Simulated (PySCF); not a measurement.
# C3H11BP−: electronic excitations and core binding energies

Aim: predict the electronic excitations and core binding energies of C3H11BP− (`CCC[BH2-]P`).

The runs use PySCF 2.14.0, with density-fitted response routines of our own; the level of theory stands in each step. All values are computed, except where a source is named. Atoms are numbered from 0 throughout.

### 1 The molecule as given

16 atoms, charge -1, multiplicity 1; geometry from: GFN2-xTB.

Bonds of the start (Å): C0–C1 1.53, C1–C2 1.52, C2–B3 1.64, B3–P4 2.02, C0–H5 1.09, C0–H6 1.09, C0–H7 1.09, C1–H8 1.09, C1–H9 1.09, C2–H10 1.10, C2–H11 1.10, B3–H12 1.21, B3–H13 1.21, P4–H14 1.39, P4–H15 1.39.

### 2 TDDFT and polarisability: B3LYP/def2-SVPD

What the job is given:

```
{"job": {"kind": "uv", "xc": "B3LYP", "basis": "def2-SVPD", "nstates": 8, "ntriplets": 3}, "charge": -1, "multiplicity": 1}
C      2.364210     0.355308    -0.171456
C      0.953305     0.303768     0.413094
C      0.041443    -0.692318    -0.291469
B     -1.482283    -0.733331     0.318150
P     -2.309134     1.099335     0.163242
H      2.986904     1.082311     0.354478
H      2.329711     0.634141    -1.224713
H      2.842996    -0.621885    -0.096801
H      0.496411     1.296092     0.345320
H      1.013239     0.044472     1.473883
H      0.493673    -1.691631    -0.221561
H      0.020504    -0.440808    -1.359857
H     -2.185662    -1.502746    -0.299158
H     -1.490042    -0.992519     1.503445
H     -3.633934     0.716329     0.298452
H     -2.448938     1.152427    -1.216460
```

With the program's defaults for keys left out, this is: TDDFT B3LYP/def2-SVPD, vertical, gas phase, core orbitals frozen in the response.

The runs that follow: Core-electron binding energies: SCAN, X2C.

**Question.** After this job, these run on its result: delta-SCF UKS SCAN, pcX-2 on the ionised atom, pcseg-1 elsewhere, spin-free X2C. Predict these results of the whole session: lowest singlet (B3LYP/def2-SVPD); brightest single state of those computed; lowest triplet; C1s binding energies, SCAN/pcX-2; B1s binding energies, SCAN/pcX-2; P1s binding energies, SCAN/pcX-2; P2p binding energies, SCAN/pcX-2.

As calculated:

| quantity | value |
| --- | --- |
| lowest singlet (B3LYP/def2-SVPD) | 4.22 eV (293 nm), f = 0.001 |
| brightest single state of those computed | state 3, 5.26 eV, f = 0.062 |
| lowest triplet | 4.17 eV |
| C1s binding energies, SCAN/pcX-2 | C0 286.68, C1 285.87, C2 284.64 eV |
| B1s binding energies, SCAN/pcX-2 | B3 187.93 eV |
| P1s binding energies, SCAN/pcX-2 | P4 2143.71 eV |
| P2p binding energies, SCAN/pcX-2 | P4 130.48 eV |

**Reading.** The lowest singlet, at 4.22 eV, is HOMO→LUMO 0.96 and is dark; of the 8 states computed, the strongest absorption comes from state 3 at 5.26 eV. The lowest triplet lies 0.05 eV below the lowest singlet (triplets in Tamm-Dancoff, singlets in full TDDFT). The lowest singlet lies above −ε(HOMO); no detachment energy was computed, so the anion's states may not be bound. The C1s levels kept as sound span 2.04 eV, from C2 (sp3 CH2 bonded to B) up to C0 (methyl carbon).
